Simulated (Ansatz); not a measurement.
# C₂H₃BO: how energies converge with the basis set

The task here is to estimate one member of a computed series from the others.

Method: one geometry, several basis sets; program: Ansatz 0.2.0, Gaussian basis.

The runs, in order: PBE0-D4/def2-SVP; ωB97M-V/def2-SVP; PBE0-D4/def2-QZVPP; ωB97M-V/def2-QZVPP; the functionals' def2-TZVPP values are taken from earlier runs.

## The geometry

An earlier PBE0-D4 in a triple-zeta def2 set relaxation fixed the geometry.

SMILES `C#CBO`, 7 atoms, charge 0, spin multiplicity 1.

Atoms are counted from 1 here; the program's logs count them from 0.

Bond lengths: C1–C2 1.207 Å, C1–H5 1.066 Å, C2–B3 1.529 Å, B3–O4 1.350 Å, B3–H6 1.194 Å, O4–H7 0.962 Å. Angles: C2–C1–H5 179.7°, C1–C2–B3 179.5°, C2–B3–O4 121.4°, C2–B3–H6 121.4°, O4–B3–H6 117.3°, B3–O4–H7 113.1°.

Geometry (Å):

```mol
C2H3BO
  3D, bonds by distance, orders not assigned

  7  6  0  0  0  0  0  0  0  0999 V2000
   -0.1554   -0.0397    1.8038 C   0  0
    0.0523    0.1408    0.6290 C   0  0
    0.3218    0.3799   -0.8569 B   0  0
   -0.1369   -0.4708   -1.8002 O   0  0
   -0.3358   -0.1940    2.8429 H   0  0
    0.9462    1.3261   -1.2309 H   0  0
   -0.6309   -1.2103   -1.4332 H   0  0
  1  2  8  0
  2  3  8  0
  3  4  8  0
  1  5  8  0
  3  6  8  0
  4  7  8  0
M  END
```

The first run:

Input file in.yaml:

```yaml
crystal:
  periodic: [false, false, false]
  atoms:
    - {symbol: C, position_ang: [-0.155413, -0.039671, 1.803778]}
    - {symbol: C, position_ang: [0.052257, 0.140798, 0.629016]}
    - {symbol: B, position_ang: [0.321757, 0.379891, -0.856943]}
    - {symbol: O, position_ang: [-0.136885, -0.470770, -1.800207]}
    - {symbol: H, position_ang: [-0.335806, -0.194039, 2.842925]}
    - {symbol: H, position_ang: [0.946160, 1.326085, -1.230925]}
    - {symbol: H, position_ang: [-0.630870, -1.210294, -1.433245]}
basis:
  gaussian: {orbitals: def2-SVP}
hamiltonian: {xc: pbe0, dispersion: d4}
output: {orbitals: {seedname: orbitals}}
```

Command:

```console
ansatz run in.yaml --threads 2 --pin off --events-out ev --progress --plain --max-ram 4352MiB
```

Steps of the session up to this table: PBE0-D4 in def2-SVP; ωB97M-V in def2-SVP; PBE0-D4 in def2-QZVPP; ωB97M-V in def2-QZVPP.

One of the session's tables, all rows but one given; the rest of the session is left out.

It belongs to the step «Density functionals: the series». 

```
functional       basis  HOMO (eV)
   PBE0-D4    def2-SVP          ?
   PBE0-D4  def2-TZVPP      -8.38
   PBE0-D4  def2-QZVPP      -8.40
   ωB97M-V    def2-SVP     -10.54
   ωB97M-V  def2-TZVPP     -10.65
   ωB97M-V  def2-QZVPP     -10.67
```

Estimate the missing values for PBE0-D4, def2-SVP.

As computed: HOMO (eV): -8.29. In the column «HOMO (eV)» it is the highest.
